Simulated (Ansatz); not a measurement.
# TiO2: a tetragonal deformation path

One table from this session's results is given with a row withheld; the runs are named, their logs left out.

Computed with Ansatz 0.2.0 (DFT PBE, scalar-relativistic, plane waves, PAW, unless a step's input says otherwise).

1 further run of the same task is left out (set aside as unsound or not needed).

**The structure to begin with**

The structure is tetragonal, space group P4_2/mnm (No. 136). The conventional cell has a = 4.643 Å, b = 4.643 Å, c = 2.964 Å, α = 90.00°, β = 90.00°, γ = 90.00°. Ti (site symmetry mmm) is surrounded by 6 O at 1.96 to 2.00 Å. O (site symmetry m2m) is surrounded by 3 Ti at 1.96 to 2.00 Å.

As a file:

```cif
data_structure
_symmetry_space_group_name_H-M 'P 1'
_symmetry_Int_Tables_number 1
_cell_length_a 4.6431
_cell_length_b 4.6431
_cell_length_c 2.9640
_cell_angle_alpha 90.000
_cell_angle_beta 90.000
_cell_angle_gamma 90.000
_cell_volume 63.90
loop_
_atom_site_label
_atom_site_type_symbol
_atom_site_fract_x
_atom_site_fract_y
_atom_site_fract_z
_atom_site_occupancy
Ti1 Ti 0.00000 0.00000 0.00000 1
Ti2 Ti 0.50000 0.50000 0.50000 1
O1 O 0.30511 0.30511 0.00000 1
O2 O 0.19489 0.80511 0.50000 1
O3 O 0.69489 0.69489 0.00000 1
O4 O 0.80511 0.19489 0.50000 1
```

It is the result of an earlier relaxation at this level (volume 10.65 Å³/atom; gap on the mesh: 1.86 eV).

Set-up of the first run:

The input, input.yaml:

```yaml
crystal:
  lattice:
    - [4.6430645122, 0.0, 0.0]
    - [0.0, 4.6430645122, 0.0]
    - [0.0, 0.0, 2.964024399]
  atoms:
    - { symbol: Ti, position: [0.0, 0.0, 0.0] }
    - { symbol: Ti, position: [0.5, 0.5, 0.5] }
    - { symbol: O, position: [0.3051105247, 0.3051105247, 0.0] }
    - { symbol: O, position: [0.1948894753, 0.8051105247, 0.5] }
    - { symbol: O, position: [0.6948894753, 0.6948894753, 0.0] }
    - { symbol: O, position: [0.8051105247, 0.1948894753, 0.5] }
basis:
  ecutwfc: 420
kpoints:
  mp_grid: { grid: [8, 8, 10] }
hamiltonian:
  xc: pbe
scf:
  occupations: { method: gaussian, width: 0.05 }
output:
  forces: true
  stress: true
  eigenvalues: true
  write_density: true
  write_potential: true
  elf: true
  volumetric_format: npy
```

Launch:

```
ansatz run input.yaml --threads 1 --pin off --max-ram 2560MiB --backend cpu --events-out ev --progress --plain --runs-dir out
```

Steps of the session up to this table: The reference: the undisturbed cell on the scan's mesh; ρ = 0.850; ρ = 1.200; Point ρ = 0.920; At ρ = 1.100; At ρ = 0.960; At ρ = 1.050; At ρ = 0.800; At ρ = 1.300.

One of the session's tables, all rows but one given; the rest of the session is left out.

The scan, with free energies counted from the undisturbed cell:

| ρ | ΔE (meV/atom) | pressure (GPa) | gap on the mesh (eV) |
| --- | --- | --- | --- |
| 0.800 | 350.8 | 16.0 | 0.98 |
| 0.850 | ? | ? | ? |
| 0.920 | 43.6 | 4.5 | 1.98 |
| 0.960 | 10.0 | 2.0 | 1.94 |
| 1.000 | 0.0 | 0.0 | 1.86 |
| 1.050 | 13.1 | -1.7 | 1.79 |
| 1.100 | 47.1 | -2.8 | 1.79 |
| 1.200 | 157.7 | -2.9 | 1.92 |
| 1.300 | 307.2 | -0.8 | 1.67 |

Q: Estimate the row for ρ = 0.850 from the others.

Worked estimate for «ΔE (meV/atom)». A straight line through the neighbours (0.800, 350.8) and (0.920, 43.6) gives 350.8 + (43.6 − 350.8) × (0.850 − 0.800) / (0.920 − 0.800) = 222.8; a parabola fitted to 3 rows on both sides gives 185.2.

As computed: ΔE (meV/atom): 178.0; pressure (GPa): 10.5; gap on the mesh (eV): 1.59. In «ΔE (meV/atom)» the line misses by +44.8 and the parabola by +7.2.
